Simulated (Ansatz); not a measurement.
# Ga2BAs3: the cost of one run

Computed with Ansatz 0.2.0 (DFT PBE, scalar-relativistic, plane waves, PAW, unless a step names another level, unless a step's input says otherwise).

## Step 1: The system as given

Symmetry: Cmc2_1, No. 36, orthorhombic system. Conventional cell: a = 11.486 Å, b = 6.626 Å, c = 6.268 Å, α = 90.00°, β = 90.00°, γ = 90.00°. Ga (site symmetry 1) has 4 As at 2.47 to 2.48 Å as nearest neighbours. B (site symmetry m) has 4 As at 2.10 to 2.16 Å as nearest neighbours. As (site symmetry 1) has 1 B at 2.10 Å and 3 Ga at 2.47 to 2.48 Å as nearest neighbours. Around As (site symmetry m) lie 2 B at 2.11 to 2.16 Å and 2 Ga at 2.48 Å.

Coordinates:

```cif
data_structure
_symmetry_space_group_name_H-M 'Cmc2_1'
_symmetry_Int_Tables_number 36
_cell_length_a 11.4860
_cell_length_b 6.6255
_cell_length_c 6.2681
_cell_angle_alpha 90.000
_cell_angle_beta 90.000
_cell_angle_gamma 90.000
_cell_volume 477.00
loop_
_atom_site_label
_atom_site_type_symbol
_atom_site_symmetry_multiplicity
_atom_site_Wyckoff_symbol
_atom_site_fract_x
_atom_site_fract_y
_atom_site_fract_z
_atom_site_occupancy
Ga1 Ga 8 b 0.66074 0.16604 0.49655 1
B1 B 4 a 0.00000 0.85180 0.00206 1
As1 As 8 b 0.85214 0.69347 0.10411 1
As2 As 4 a 0.00000 0.13436 0.15734 1
```

It came out lowest among 33 distinct ends of the trial cells. At a tolerance of 0.02 Å it has space group Cmc2_1 (No. 36).

## Step 2: Kick test: the unmoved cell on a coarse mesh

Input file input.yaml:

```yaml
crystal:
  lattice:
    - [0.0, 0.0, -6.2680683452]
    - [0.0, 6.6255440634, 0.0]
    - [5.7429823941, -3.3127720317, 0.0]
  atoms:
    - { symbol: Ga, position: [0.0034545889, 0.8267845121, 0.3214845359] }
    - { symbol: Ga, position: [0.5034545889, 0.1732154879, 0.6785154641] }
    - { symbol: Ga, position: [0.0034545889, 0.5052999762, 0.6785154641] }
    - { symbol: Ga, position: [0.5034545889, 0.4947000238, 0.3214845359] }
    - { symbol: B, position: [0.4979397497, 0.8517972528, 0.0] }
    - { symbol: B, position: [0.9979397497, 0.1482027472, 0.0] }
    - { symbol: As, position: [0.3958934214, 0.5456102093, 0.7042804962] }
    - { symbol: As, position: [0.3958934214, 0.8413297131, 0.2957195038] }
    - { symbol: As, position: [0.3426642297, 0.1343617781, 0.0] }
    - { symbol: As, position: [0.8958934214, 0.1586702869, 0.7042804962] }
    - { symbol: As, position: [0.8958934214, 0.4543897907, 0.2957195038] }
    - { symbol: As, position: [0.8426642297, 0.8656382219, 0.0] }
basis:
  ecutwfc: 420
kpoints:
  mp_grid: { grid: [2, 2, 2] }
hamiltonian:
  xc: pbe
scf:
  occupations: { method: gaussian, width: 0.1 }
  lower_state_search: "off"
output:
  forces: true
  stress: true
  eigenvalues: true
```

Started as:

```console
ansatz run input.yaml --threads 1 --pin off --max-ram 2560MiB --backend cpu --events-out ev --progress --plain --runs-dir out
```

Q: Estimate wall time and peak memory on 1 thread of Intel Xeon Platinum 8259CL at 2.50GHz (Skylake/Cascade Lake), shared host.

About 7.9 s, with a peak of 0.58 GiB.
